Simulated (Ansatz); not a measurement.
# ZnCd4S: the cost of one run

Program: Ansatz 0.2.0. Level of theory: DFT PBE, scalar-relativistic, plane waves, PAW. These are calculated values, not measurements.

1 further run of the same task is left out (it didn't finish).

## (1) The starting structure

Symmetry: P-6m2, No. 187, hexagonal system. The conventional cell has a = 5.945 Å, b = 5.945 Å, c = 4.482 Å, α = 90.00°, β = 90.00°, γ = 120.00°. Around Zn (site symmetry -6m2) lie 9 Cd at 2.79 to 3.43 Å and 3 S at 3.43 Å. Cd (site symmetry -6m2) has 6 Cd at 2.85 Å and 3 Zn at 3.43 Å and 3 S at 3.43 Å in its first shell of neighbours. Around Cd (site symmetry mm2) lie 2 Zn at 2.79 Å and 6 Cd at 2.85 to 3.06 Å and 4 S at 3.72 Å. S (site symmetry -6m2) has 3 Zn at 3.43 Å and 15 Cd at 3.43 to 3.72 Å in its first shell of neighbours.

Structure file:

```
Zn Cd S
1.0
     5.94491    0.00000    0.00000
    -2.97245    5.14844    0.00000
     0.00000    0.00000    4.48157
Zn Cd S
1 4 1
Direct
  0.33333 0.66667 0.00000
  0.66667 0.33333 0.00000
  0.01017 0.50508 0.50000
  0.49492 0.50508 0.50000
  0.49492 0.98984 0.50000
  0.00000 0.00000 0.00000
```

A structure generator made this guess: species swapped into a database cell of SmBeCu4 (P-6m2, No. 187), with S on the Sm sites, Zn on the Be sites and Cd on the Cu sites. The dimensions are guesses.

## (2) A first look at the guess

File input.yaml:

```yaml
crystal:
  lattice:
    - [5.94490792, 0.0, 0.0]
    - [-2.97245396, 5.14844128, 0.0]
    - [0.0, 0.0, 4.48157057]
  atoms:
    - { symbol: Zn, position: [0.33333333, 0.66666667, 0.0] }
    - { symbol: Cd, position: [0.66666667, 0.33333333, 0.0] }
    - { symbol: Cd, position: [0.010165, 0.5050825, 0.5] }
    - { symbol: Cd, position: [0.4949175, 0.5050825, 0.5] }
    - { symbol: Cd, position: [0.4949175, 0.989835, 0.5] }
    - { symbol: S, position: [0.0, 0.0, 0.0] }
basis:
  ecutwfc: 420
kpoints:
  mp_grid: { grid: [3, 3, 4] }
hamiltonian:
  xc: pbe
scf:
  occupations: { method: gaussian, width: 0.1 }
  lower_state_search: "off"
output:
  forces: true
  stress: true
  eigenvalues: true
```

The run is started by

```
$ ansatz run input.yaml --threads 1 --pin off --max-ram 2560MiB --backend cpu --events-out ev --progress --plain --runs-dir out
```

**Question.** How long does this run take on 1 thread of Arm Neoverse V1, shared host, and how much memory does it need?

About 7.6 s, with a peak of 0.37 GiB.
